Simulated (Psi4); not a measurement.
# GeSiH3ClO (SMILES Cl[SiH]1[O][GeH2]1), step by step

We compute a series of 17 runs (MP2/def2-TZVP, UMP2/def2-TZVP) of ClGeH3OSi and its partners. 

The results are computed with Psi4 1.11.

## Step 1: The molecule

GeSiH3ClO: 7 atoms, total charge 0, spin state singlet. SMILES: `Cl[SiH]1[O][GeH2]1`. The shape is that of a PBE0-D4/def2-TZVP optimisation.

Bond lengths: Cl1–Si2 2.039 Å, Si2–O3 1.633 Å, Si2–Ge4 2.255 Å, O3–Ge4 1.905 Å, Si2–H5 1.478 Å, Ge4–H6 1.535 Å, Ge4–H7 1.534 Å. Some angles: Cl1–Si2–O3 117.0°, Cl1–Si2–Ge4 122.5°, O3–Si2–Ge4 56.0°, Si2–O3–Ge4 78.8°, Si2–Ge4–O3 45.3°, Cl1–Si2–H5 107.1°, O3–Si2–H5 118.0°, Ge4–Si2–H5 126.8°, Si2–Ge4–H6 124.6°, Si2–Ge4–H7 122.6°.

## Step 2: The energy at MP2/def2-TZVP (density fitting, density fitting for correlation) (run 1)

Contents of clgeh3osi.xyz:

```xyz
7
ClGeH3OSi
Cl     0.946700    -2.488800     0.655700
Si    -0.269300    -1.038200    -0.101800
O      0.399800     0.013200    -1.157400
Ge     0.044800     1.152900     0.326900
H     -1.538000    -1.691900    -0.484400
H     -0.900200     2.274100    -0.128200
H      1.377500     1.710600     0.843500
```

Contents of run.py:

```python
import psi4

psi4.set_memory('1600 MB')
psi4.set_num_threads(1)
psi4.core.set_output_file('output.dat', False)

with open('clgeh3osi.xyz') as f:
    atoms = ''.join(f.readlines()[2:])
m = psi4.geometry('0 1\n' + atoms + 'symmetry c1')

psi4.set_options(dict(basis='def2-TZVP', reference='rhf', num_frozen_docc=20))

E = psi4.energy("mp2", molecule=m)
print('E =', round(E, 9))
```

On the command line:

```
python run.py
```

output.dat, shortened:

```text
[...]
  Running in c1 symmetry.
[...]
  Nuclear repulsion =  422.338159433274598
[...]
  Multiplicity = 1
[...]
  Nalpha       = 37
  Nbeta        = 37
[...]
    Number of basis functions: 171
[...]
   @DF-RHF iter   1: -2899.19664100531827   -2.85185e+00   1.60953e-02 DIIS/ADIIS
[...]
   @DF-RHF iter  13: -2900.52646006292025   -1.50067e-11   5.81210e-09 DIIS
[...]
    Orbital Energies [Eh]
    ---------------------
    Doubly Occupied:
       1A   -405.259248     2A   -104.838269     3A    -68.844593
       4A    -52.166540     5A    -46.255188     6A    -46.253502
       7A    -46.253414     8A    -20.544712     9A    -10.568165
      10A     -8.034760    11A     -8.033768    12A     -8.033722
      13A     -7.210863    14A     -6.186809    15A     -5.188320
      16A     -5.185108    17A     -5.184976    18A     -4.294232
      19A     -4.293591    20A     -4.292964    21A     -1.665896
      22A     -1.660804    23A     -1.660610    24A     -1.656666
      25A     -1.655126    26A     -1.299196    27A     -1.108989
      28A     -0.733444    29A     -0.692892    30A     -0.576972
      31A     -0.571711    32A     -0.535048    33A     -0.508645
      34A     -0.489913    35A     -0.473792    36A     -0.458294
[...]
  @DF-RHF Final Energy: -2900.52646006292025
   => Energetics <=
    Nuclear Repulsion Energy =            422.3381594332745976
    One-Electron Energy =               -4879.6746689138863076
    Two-Electron Energy =                1556.8100494176908342
    Total Energy =                      -2900.5264600629207052
[...]
 Multipole Moments:
 ------------------------------------------------------------------------------------
     Multipole            Electronic (a.u.)      Nuclear  (a.u.)        Total (a.u.)
 ------------------------------------------------------------------------------------
 L = 1.  Multiply by 2.5417464519 to convert [e a0] to [Debye]
 Dipole X            :          0.0821200           -0.6499355           -0.5678155
 Dipole Y            :          8.2050055           -7.7563367            0.4486688
 Dipole Z            :          2.8371690           -2.2149267            0.6222423
 Magnitude           :                                                    0.9544128
[...]
```

Standard output:

```text
E = -2901.307351441
```

Run time: 4.2 s. Hardware: 1 thread of AMD EPYC 9R45 (Zen 5), shared host; peak memory 0.38 GiB.

## Step 3: The distorted shape: a single-point energy at MP2/def2-TZVP (density fitting, density fitting for correlation) (run 2)

Contents of job.inp:

```
memory 1600 mb

molecule mol {
  0 1
  Cl
  Si 1 1.733
  O 2 1.633226 1 116.98931
  Ge 3 1.904754 2 78.76555 1 -112.59204
  H 2 1.477601 3 117.98276 4 117.34521
  H 4 1.535327 3 108.70402 2 -120.53525
  H 4 1.534273 6 111.65375 3 119.71069
  symmetry c1
}

set basis def2-TZVP
set reference rhf
set num_frozen_docc 20

energy("mp2")
```

On the command line:

```
psi4 -i job.inp -o job.out -n 1
```

job.out, shortened:

```text
[...]
  Running in c1 symmetry.
[...]
  Nuclear repulsion =  441.574239159062927
[...]
  Multiplicity = 1
[...]
  Nalpha       = 37
  Nbeta        = 37
[...]
    Number of basis functions: 171
[...]
   @DF-RHF iter   1: -2899.13369697785993   -2.32915e+00   1.61219e-02 DIIS/ADIIS
[...]
   @DF-RHF iter  13: -2900.47031171816298   -5.91172e-12   6.19692e-09 DIIS
[...]
    Orbital Energies [Eh]
    ---------------------
    Doubly Occupied:
       1A   -405.243187     2A   -104.852371     3A    -68.812834
       4A    -52.150737     5A    -46.239305     6A    -46.237707
       7A    -46.237568     8A    -20.528935     9A    -10.592298
      10A     -8.059534    11A     -8.056968    12A     -8.056910
      13A     -7.195119    14A     -6.164726    15A     -5.172507
      16A     -5.169486    17A     -5.169079    18A     -4.274871
      19A     -4.270008    20A     -4.269262    21A     -1.650152
      22A     -1.645288    23A     -1.644578    24A     -1.640798
      25A     -1.639284    26A     -1.288155    27A     -1.185780
      28A     -0.724706    29A     -0.700650    30A     -0.596251
      31A     -0.585434    32A     -0.557842    33A     -0.514050
      34A     -0.506937    35A     -0.482543    36A     -0.448055
[...]
  @DF-RHF Final Energy: -2900.47031171816298
   => Energetics <=
    Nuclear Repulsion Energy =            441.5742391590629268
    One-Electron Energy =               -4918.2815385408794100
    Two-Electron Energy =                1576.2369876636535082
    Total Energy =                      -2900.4703117181629750
[...]
 Multipole Moments:
 ------------------------------------------------------------------------------------
     Multipole            Electronic (a.u.)      Nuclear  (a.u.)        Total (a.u.)
 ------------------------------------------------------------------------------------
 L = 1.  Multiply by 2.5417464519 to convert [e a0] to [Debye]
 Dipole X            :         -6.9875281            6.5201856           -0.4673425
 Dipole Y            :         -1.4396596            2.1016898            0.6620302
 Dipole Z            :          3.7797474           -4.0768760           -0.2971285
 Magnitude           :                                                    0.8631213
[...]
```

Run time: 4.2 s. Hardware: 1 thread of AMD EPYC 9R45 (Zen 5), shared host; peak memory 0.38 GiB.

Runs 3 to 10 aren't shown in full; the table further down has their settings and results.

## Step 4: The distorted shape: a single-point energy at UMP2/def2-TZVP (density fitting, density fitting for correlation) (run 11)

clgeh3osi.xyz, as its differences from that of step 2:

```diff
@@ -2,3 +2,3 @@
 ClGeH3OSi
-Cl     0.946700    -2.488800     0.655700
+Cl     2.405925    -4.229550     1.564715
 Si    -0.269300    -1.038200    -0.101800
```

Contents of run.py:

```python
import psi4

psi4.set_memory('1600 MB')
psi4.set_num_threads(1)
psi4.core.set_output_file('clgeh3osi.out', False)

with open('clgeh3osi.xyz') as f:
    atoms = ''.join(f.readlines()[2:])
geom = psi4.geometry('0 1\n' + atoms + 'symmetry c1')

psi4.set_options({
    'basis': 'def2-TZVP',
    'reference': 'uhf',
    'guess_mix': True,
    'num_frozen_docc': 20,
})

psi4.set_options({'reference': 'uhf', 'stability_analysis': 'follow', 'max_attempts': 5})
psi4.energy('scf')
psi4.set_options({'stability_analysis': 'none', 'guess': 'read', 'guess_mix': False})

result = psi4.energy('mp2')
print(f'total energy {result:.8f} hartree = {result * 27.211386:.5f} eV')
for k, v in sorted(psi4.core.scalar_variables().items()):
    print(f'{k:45s} {v:18.10f}')
```

On the command line:

```
python run.py
```

clgeh3osi.out, shortened:

```text
[...]
  Running in c1 symmetry.
[...]
  Nuclear repulsion =  347.873942061936759
[...]
  Multiplicity = 1
[...]
  Nalpha       = 37
  Nbeta        = 37
[...]
    Number of basis functions: 171
[...]
   @DF-UHF iter   1: -2898.89341632264404   -3.17980e+00   1.61664e-02 ADIIS/DIIS
[...]
   @DF-UHF iter  27: -2900.39314184424438   -1.85355e-09   9.60421e-09 DIIS
[...]
   @S^2 Observed:                1.016062201E+00
[...]
    Orbital Energies [Eh]
    ---------------------
    Alpha Occupied:
       1A   -405.255163     2A   -104.884889     3A    -68.808478
       4A    -52.162542     5A    -46.251069     6A    -46.249582
       7A    -46.249424     8A    -20.540154     9A    -10.609939
      10A     -8.095692    11A     -8.071500    12A     -8.071499
      13A     -7.206486    14A     -6.153377    15A     -5.184061
      16A     -5.181164    17A     -5.180343    18A     -4.261593
      19A     -4.260938    20A     -4.253127    21A     -1.661874
      22A     -1.656914    23A     -1.656418    24A     -1.652594
      25A     -1.651202    26A     -1.288904    27A     -1.133157
      28A     -0.721423    29A     -0.658394    30A     -0.578135
      31A     -0.556094    32A     -0.524032    33A     -0.513861
      34A     -0.499773    35A     -0.499722    36A     -0.453894
[...]
  @DF-UHF Final Energy: -2900.39314184424438
   => Energetics <=
    Nuclear Repulsion Energy =            347.8739420619367593
    One-Electron Energy =               -4730.8650499759060040
    Two-Electron Energy =                1482.5979660697248619
    Total Energy =                      -2900.3931418442443828
  UHF NO Occupations:
  HONO-2 :   35  A 1.9956102
  HONO-1 :   36  A 1.9944030
[...]
 Multipole Moments:
 ------------------------------------------------------------------------------------
     Multipole            Electronic (a.u.)      Nuclear  (a.u.)        Total (a.u.)
 ------------------------------------------------------------------------------------
 L = 1.  Multiply by 2.5417464519 to convert [e a0] to [Debye]
 Dipole X            :         -0.8058353            0.4531080           -0.3527273
 Dipole Y            :          9.2226505           -9.0721880            0.1504625
 Dipole Z            :          2.2154729           -1.5277927            0.6876803
 Magnitude           :                                                    0.7873752
[...]
```

Standard output:

```text
total energy -2901.12797814 hartree = -78943.71325 eV
CURRENT CORRELATION ENERGY                         -0.7348362984
CURRENT ENERGY                                  -2901.1279781427
CURRENT REFERENCE ENERGY                        -2900.3931418442
CUSTOM SCS-MP2 CORRELATION ENERGY                  -0.7165446860
CUSTOM SCS-MP2 TOTAL ENERGY                     -2901.1096865303
DD SOLVATION ENERGY                                 0.0000000000
HF KINETIC ENERGY                                2900.2768590159
HF POTENTIAL ENERGY                             -5800.6700008601
HF TOTAL ENERGY                                 -2900.3931418442
HF VIRIAL RATIO                                     2.0000400937
MP2 CORRELATION ENERGY                             -0.7348362984
MP2 DOUBLES ENERGY                                 -0.7348362984
MP2 OPPOSITE-SPIN CORRELATION ENERGY               -0.5441529845
MP2 SAME-SPIN CORRELATION ENERGY                   -0.1906833140
MP2 SINGLES ENERGY                                 -0.0000000000
MP2 TOTAL ENERGY                                -2901.1279781427
NUCLEAR REPULSION ENERGY                          347.8739420619
ONE-ELECTRON ENERGY                             -4730.8650499759
PCM POLARIZATION ENERGY                             0.0000000000
PE ENERGY                                           0.0000000000
SCF ITERATION ENERGY                            -2900.3931418442
SCF ITERATIONS                                     27.0000000000
SCF TOTAL ENERGY                                -2900.3931418442
SCS-MP2 CORRELATION ENERGY                         -0.7165446860
SCS-MP2 TOTAL ENERGY                            -2901.1096865303
TWO-ELECTRON ENERGY                              1482.5979660697
```

Run time: 32 s. Hardware: 1 thread of AMD EPYC 9R45 (Zen 5), shared host; peak memory 0.41 GiB.

Runs 12 to 16 aren't shown in full; the table further down has their settings and results.

## Step 5: The Cl atom: a single-point energy at UMP2/def2-TZVP (density fitting, density fitting for correlation) (run 17)

Contents of job.py:

```python
import psi4

psi4.set_memory('1600 MB')
psi4.set_num_threads(1)
psi4.set_output_file('psi4.out', False)

geom = psi4.geometry("""
0 2
Cl     1.78900372    -4.70315038     1.23909342
units bohr
symmetry c1
""")

psi4.set_options({
    'basis': 'def2-TZVP',
    'reference': 'uhf',
    'num_frozen_docc': 5,
})

result, w = psi4.energy('mp2', return_wfn=True)
print(f'total energy {result:.8f} hartree = {result * 27.211386:.5f} eV')
```

Run the same way, it converges to -459.63209 Eh (log not shown).

## Step 6: Overview of the runs

```csv
run,level,iteration cap,task,partner,energy (Eh),HOMO energy (eV),LUMO energy (eV),HOMO–LUMO gap (eV),wall time
1,"MP2/def2-TZVP (density fitting, density fitting for correlation)",–,energy,base,-2901.307351,-9.70,1.92,11.62,4.2 s
2,"MP2/def2-TZVP (density fitting, density fitting for correlation)",–,energy,Cl1–Si2 1.73 Å,-2901.252750,-9.25,2.38,11.63,4.2 s
3,"MP2/def2-TZVP (density fitting, density fitting for correlation)",–,energy,Cl1–Si2 2.34 Å,-2901.285722,-10.11,1.31,11.42,4.2 s
4,"MP2/def2-TZVP (density fitting, density fitting for correlation)",–,energy,Cl1–Si2 2.65 Å,-2901.248228,-10.43,0.43,10.85,4.2 s
5,"UMP2/def2-TZVP (density fitting, density fitting for correlation)",–,energy,Cl1–Si2 2.65 Å,-2901.248228,-10.43,0.43,10.85,18 s
6,"MP2/def2-TZVP (density fitting, density fitting for correlation)",–,energy,Cl1–Si2 3.06 Å,-2901.200799,-10.25,-0.78,9.48,4.5 s
7,"UMP2/def2-TZVP (density fitting, density fitting for correlation)",–,energy,Cl1–Si2 3.06 Å,-2901.186691,-9.47,-0.54,8.93,20 s
8,"MP2/def2-TZVP (density fitting, density fitting for correlation)",–,energy,Cl1–Si2 3.67 Å,-2901.147678,-8.97,-2.08,6.90,4.5 s
9,"UMP2/def2-TZVP (density fitting, density fitting for correlation)",–,energy,Cl1–Si2 3.67 Å,-2901.137498,-8.82,-0.80,8.02,29 s
10,"MP2/def2-TZVP (density fitting, density fitting for correlation)",–,energy,Cl1–Si2 4.49 Å,-2901.104964,-7.77,-3.12,4.65,4.5 s
11,"UMP2/def2-TZVP (density fitting, density fitting for correlation)",–,energy,Cl1–Si2 4.49 Å,-2901.127978,-8.67,-0.93,7.74,32 s
12,UMP2/def2-TZVP (density fitting),–,energy,Cl1–Si2 6.12 Å,not converged,–,–,–,59 s
13,UMP2/def2-TZVP (density fitting),100,energy,Cl1–Si2 6.12 Å,not converged,–,–,–,2.4 min
14,UMP2/def2-TZVP (density fitting),150,energy,Cl1–Si2 6.12 Å,not converged,–,–,–,2.8 s
15,"UMP2/def2-TZVP (density fitting, density fitting for correlation)",–,energy,fragment,-2441.494306,-8.59,0.85,–,4.2 s
16,"UMP2/def2-TZVP (density fitting, density fitting for correlation)",–,optimise,fragment,-2441.495302,-8.73,0.66,–,68 s
17,"UMP2/def2-TZVP (density fitting, density fitting for correlation)",–,energy,fragment,-459.632086,-13.05,-0.94,–,1.1 s
```

## Step 7: Results

| quantity | value |
| --- | --- |
| Cl atom: total energy | -459.63209 Eh |
| Cl atom: HOMO energy (Hartree–Fock orbitals) (highest over α and β) | -13.05 eV |
| Cl atom: LUMO energy (Hartree–Fock orbitals) (lowest over α and β) | -0.94 eV |
| Cl atom: correlation energy (5 core orbitals frozen) | -155.3 mEh |
| Cl atom: ⟨S²⟩ of the reference determinant | 0.760 |
| interaction energy of the rigid parts GeSiH3O and Cl (parts in their own basis; closest atoms 2.04 Å apart) | -4.924 eV |
| energy change with the Cl1–Si2 bond stretched from 2.039 to 2.650 Å | 1.609 eV |
| energy change with the Cl1–Si2 bond stretched from 2.039 to 3.670 Å | 4.345 eV |
| energy change with the Cl1–Si2 bond stretched from 2.039 to 2.345 Å | 0.589 eV |
| energy change with the Cl1–Si2 bond stretched from 2.039 to 4.485 Å | 5.507 eV |
| energy change with the Cl1–Si2 bond stretched from 2.039 to 3.058 Å | 2.899 eV |
| energy change with the Cl1–Si2 bond shortened from 2.039 to 1.733 Å | 1.486 eV |

In words: The interaction energy of the rigid parts GeSiH3O and Cl (parts in their own basis; closest atoms 2.04 Å apart) is −4.92 eV (−114 kcal/mol): the parts attract. Without counterpoise this holds the superposition error of the basis. With the Cl1–Si2 bond stretched from 2.039 to 2.650 Å the energy rises by 1.61 eV (37 kcal/mol). The first shape isn't relaxed at this level, so the change isn't measured from a minimum. With the Cl1–Si2 bond stretched from 2.039 to 3.670 Å the energy rises by 4.34 eV (419 kJ/mol). A restricted reference can't describe the breaking bond well at this length. With the Cl1–Si2 bond stretched from 2.039 to 2.345 Å the energy rises by 0.59 eV (56.8 kJ/mol). With the Cl1–Si2 bond stretched from 2.039 to 4.485 Å the energy rises by 5.51 eV (531 kJ/mol). With the Cl1–Si2 bond stretched from 2.039 to 3.058 Å the energy rises by 2.90 eV (67 kcal/mol). In runs 8, 10 a closed-shell determinant meets a far-stretched bond, which it describes badly. Spin contamination of the reference: run 11 ⟨S²⟩ = 1.02, run 9 ⟨S²⟩ = 0.93, run 7 ⟨S²⟩ = 0.38. Where it is this large, the reference is a mixture of spin states, and values that rest on it are in doubt. All runs together took 6.8 min, the longest 2.4 min. 3 of the 17 runs did not end normally.
